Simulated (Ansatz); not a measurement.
A nudged elastic band was laid between two geometries of a periodic cell of 33 atoms, LiAl$_{32}$ (host Al, host structure fcc, interstitial Li).

Level of theory: Ansatz 0.2.0, DFT PBE, scalar-relativistic, plane waves, PAW. Settings: cutoff 420 eV, k mesh 3x3x3, gaussian smearing 0.05 eV, no spin polarisation.

| Item | Value |
| --- | --- |
| movable images | 3 |
| climbing image | yes |
| spring | 5.0 eV/Å² |
| optimiser | quadratic models (default) |
| start path | IDPP |
| force threshold | 0.05 eV/Å |
| iteration limit | 73 |
| end points | relaxed |

Initial state:

```xyz
33
Lattice="8.1000 0.0000 0.0000 0.0000 8.1000 0.0000 0.0000 0.0000 8.1000" Properties=species:S:1:pos:R:3
Al 4.036 0.006 -0.087
Al 6.059 2.032 -0.013
Al 5.711 0.058 2.006
Al 0.015 0.052 -0.270
Al 2.050 2.046 -0.026
Al 4.060 4.084 -0.033
Al 6.122 6.116 0.054
Al 2.288 0.050 2.012
Al 4.035 2.114 2.023
Al 5.982 4.012 2.022
Al 4.038 0.007 4.128
Al 6.074 2.014 4.049
Al 5.999 0.007 6.084
Al 0.001 4.010 -0.101
Al 1.993 6.096 0.030
Al 0.011 2.204 2.013
Al 2.123 4.009 2.023
Al 4.037 6.009 2.022
Al 0.021 0.059 4.401
Al 2.038 2.034 4.065
Al 4.061 4.084 4.074
Al 6.144 6.137 3.979
Al 2.108 0.006 6.086
Al 4.059 2.066 6.065
Al 6.052 4.085 6.064
Al 0.019 5.583 2.006
Al 0.002 4.011 4.142
Al 1.974 6.112 4.006
Al 0.001 2.112 6.086
Al 2.058 4.083 6.065
Al 4.060 6.066 6.065
Al 0.002 6.012 6.084
Li -0.072 -0.221 2.083
```

Final state:

```xyz
33
Lattice="8.1000 0.0000 0.0000 0.0000 8.1000 0.0000 0.0000 0.0000 8.1000" Properties=species:S:1:pos:R:3
Al 4.154 0.000 -0.050
Al 6.074 2.054 0.043
Al 6.077 0.000 1.972
Al -0.104 0.000 -0.051
Al 2.025 2.129 -0.051
Al 4.079 4.051 0.043
Al 6.074 6.046 0.043
Al 2.023 0.002 1.480
Al 3.992 1.964 2.070
Al 6.074 4.051 2.021
Al 4.353 0.002 4.121
Al 6.077 2.101 4.056
Al 6.077 0.000 6.156
Al -0.029 4.051 0.043
Al 2.025 5.971 -0.050
Al 0.058 1.967 2.068
Al 2.025 4.048 1.972
Al 3.988 6.137 2.073
Al -0.293 0.002 4.119
Al 2.024 2.317 4.119
Al 4.126 4.048 4.056
Al 6.077 5.999 4.056
Al 2.025 0.000 6.217
Al 4.072 2.046 6.088
Al 6.074 4.051 6.117
Al 0.061 6.134 2.070
Al -0.076 4.048 4.056
Al 2.024 5.770 4.121
Al -0.023 2.047 6.089
Al 2.025 4.048 6.156
Al 4.071 6.054 6.086
Al -0.021 6.053 6.087
Li 2.032 -0.009 3.764
```

Task: Which bonds break or form, and what moves?

Result: Contacts lost: Al3–Li33, Al4–Li33, Al8–Al11, Al16–Li33, Al26–Li33. Contacts made: Al3–Al19, Al4–Al8, Al11–Li33, Al20–Li33, Al23–Li33, Al28–Li33. The atom that moves furthest is Li33, by 2.70 Å; four of its nearest neighbours are Al26 2.30, Al3 2.34, Al19 2.34, Al4 2.37 Å at the first end and Al8 2.28, Al28 2.35, Al11 2.35, Al19 2.35 Å at the last.

Task: Give the energies along the band, and the barrier.

Result: The forces met the threshold. The highest image is number 2 of 0 to 4, 0.67 eV above the ends, which have the same energy within 2 meV. By the program's own check the climbing image is a first-order saddle point (lowest curvatures found: -0.78 and 0.26 eV/Å²). Limits of this set-up: coarse k mesh, a small cell, in which the defect meets its images.

```tsv
image	path coordinate (Å)	energy (eV)	Al3–Li33 (Å)	Al4–Li33 (Å)	Al8–Al11 (Å)
0	0.00	0.00	2.34	2.37	2.75
1	1.37	0.11	2.84	2.42	2.57
2	2.74	0.67	3.73	3.10	2.73
3	3.73	0.30	4.08	3.78	2.98
4	4.72	0.00	4.42	4.37	3.52
```

Task: What is the geometry of the highest image?

Result: 
```xyz
33
Lattice="8.1000 0.0000 0.0000 0.0000 8.1000 0.0000 0.0000 0.0000 8.1000" Properties=species:S:1:pos:R:3
Al 4.045 0.001 -0.603
Al 6.066 2.033 0.026
Al 5.884 -0.001 1.937
Al 0.084 -0.001 0.155
Al 2.032 2.011 0.026
Al 4.040 4.048 -0.032
Al 6.066 6.064 0.026
Al 3.064 -0.004 1.597
Al 4.103 2.285 2.059
Al 6.174 4.048 2.048
Al 4.025 0.000 4.152
Al 5.975 2.102 4.091
Al 6.199 -0.003 6.236
Al -0.009 4.050 0.039
Al 2.032 6.086 0.025
Al -0.049 2.015 2.096
Al 1.952 4.048 2.005
Al 4.104 5.810 2.058
Al -0.513 0.004 4.165
Al 1.969 2.157 4.089
Al 3.994 4.050 4.085
Al 5.977 5.998 4.090
Al 1.812 -0.001 5.910
Al 3.998 2.132 6.020
Al 6.059 4.049 6.125
Al -0.048 6.083 2.097
Al -0.068 4.049 4.129
Al 1.971 5.941 4.089
Al -0.033 2.058 6.151
Al 1.960 4.049 6.148
Al 3.999 5.967 6.022
Al -0.031 6.040 6.150
Li 1.368 0.000 2.974
```

Time of the run: 24 min on 4 threads of Intel(R) Xeon(R) Platinum 8259CL CPU @ 2.50GHz (Skylake/Cascade Lake) (shared host), peak memory 3.1 GiB.
